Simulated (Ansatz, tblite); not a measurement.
## A script for PdSO (GFN1-xTB)

These are simulated results from tblite 0.8.0, not measurements. The cell was built from a prototype and was relaxed with r2SCAN in plane waves (Ansatz 0.2.0). It may be hypothetical. It is a single sheet, repeated along a and b, with vacuum along c. All runs are without spin polarisation.

In-plane lattice: a = 3.858 Å, b = 3.858 Å, γ = 120.0°; thickness between the outer nuclei 1.61 Å. Pd is surrounded by 3 S at 2.33 Å and 3 O at 2.41 Å; O is surrounded by 1 S at 1.61 Å and 3 Pd at 2.41 Å; S is surrounded by 1 O at 1.61 Å and 3 Pd at 2.33 Å.

tblite solves periodic systems at the zone centre alone, so the script builds a cluster of 3×3×1 conventional cells (27 atoms), which folds in a coarse mesh of k points.

Input script:

```python
import json
from ase import Atoms
from ase.build import make_supercell
from ase.units import Bohr, GPa, Hartree
from tblite.interface import Calculator

atoms = Atoms(['Pd', 'O', 'S'],
              cell=[[3.858194, 0.0, -0.0], [-1.929097, 3.341294, -0.0], [-0.0, -0.0, 29.563885]],
              scaled_positions=[[0.333333, 0.666667, 0.302044], [0.666667, 0.333333, 0.332808], [0.666667, 0.333333, 0.278425]],
              pbc=True)
cluster = make_supercell(atoms, [[3, 0, 0], [0, 3, 0], [0, 0, 1]])
calc = Calculator('GFN1-xTB', cluster.numbers, cluster.positions / Bohr, lattice=cluster.cell[:] / Bohr, periodic=cluster.pbc)
calc.set('temperature', 0.02 / Hartree)
calc.set('max-iter', 150)
res = calc.singlepoint()
levels = res.get('orbital-energies') * Hartree
nv = round(res.get('orbital-occupations').sum() / 2)
cells = len(cluster) // len(atoms)
out = {'energy_per_cell': res.get('energy') * Hartree / cells, 'homo': levels[nv - 1], 'lumo': levels[nv],
       'stress': (-res.get('virial') * Hartree / cluster.get_volume() / GPa).tolist(), 'charges': res.get('charges')[:len(atoms)].tolist(), 'electrons': 2 * nv / cells}
json.dump(out, open('results.json', 'w'))
for key, value in out.items():
    print(key, value)
```

Command: `python run.py`. It took 0.88 s on 1 thread of Arm Neoverse V1, on a shared host, peak memory 0.098 GiB.

What it printed:

```
------------------------------------------------------------
  cycle        total energy    energy error   density error
------------------------------------------------------------
      1     -111.9797755588  -1.1201969E+02   9.5365176E-01
      2     -110.5059356731   1.4738399E+00   6.7853208E-01
      3     -112.2584128589  -1.7524772E+00   6.3592539E-01
      4     -115.4863088368  -3.2278960E+00   1.3648864E-01
      5     -115.7602727320  -2.7396390E-01   6.0100547E-02
      6     -115.7577575946   2.5151374E-03   6.2028433E-02
      7     -115.7654946483  -7.7370537E-03   5.9963140E-03
      8     -115.7654970486  -2.4003300E-06   3.1605732E-03
      9     -115.7656954574  -1.9840881E-04   8.6196572E-04
     10     -115.7656909728   4.4846196E-06   6.9105914E-04
     11     -115.7656943836  -3.4108580E-06   5.3392299E-04
     12     -115.7656969206  -2.5369739E-06   1.9696944E-05
     13     -115.7656969242  -3.5564653E-09   1.3358009E-05
------------------------------------------------------------

 total:                                   0.250 sec
energy_per_cell -350.0161185981831
homo -10.093077516768792
lumo -10.093077516743495
stress [[-0.06791255504716971, 1.395154812148005e-05, 5.51973403070163e-06], [1.3951548121533295e-05, -0.06789638509568768, -3.1885127028622e-06], [5.519734030698875e-06, -3.1885127028640703e-06, -0.18156290593756366]]
charges [0.22593466155796582, -0.3567621083474699, 0.13084687161003483]
electrons 22.0
```

The cycle table is in hartree for the whole cluster, and the lines after it are in eV (the energy for one cell). The printed stress is in GPa and positive in compression, and the pressure is its mean diagonal, here averaged over the vacuum too.

GFN1-xTB gives no gap at the points read. On the same cell, plane-wave PBE (Ansatz, 12×12×1 k points and the special points) gives no gap (an overlap of 0.08 eV at the points read) and r2SCAN no gap (an overlap of 0.30 eV at the points read); on shared hosts these took about 20 and 54 core-seconds on the 3-atom cell, against 0.88 for the script.

xTB was fitted mostly to molecules, and a small cluster samples few k points, so gaps, pressures and kinks along a curve can be far from a solid's.

The runs are scalar-relativistic, without spin-orbit coupling.
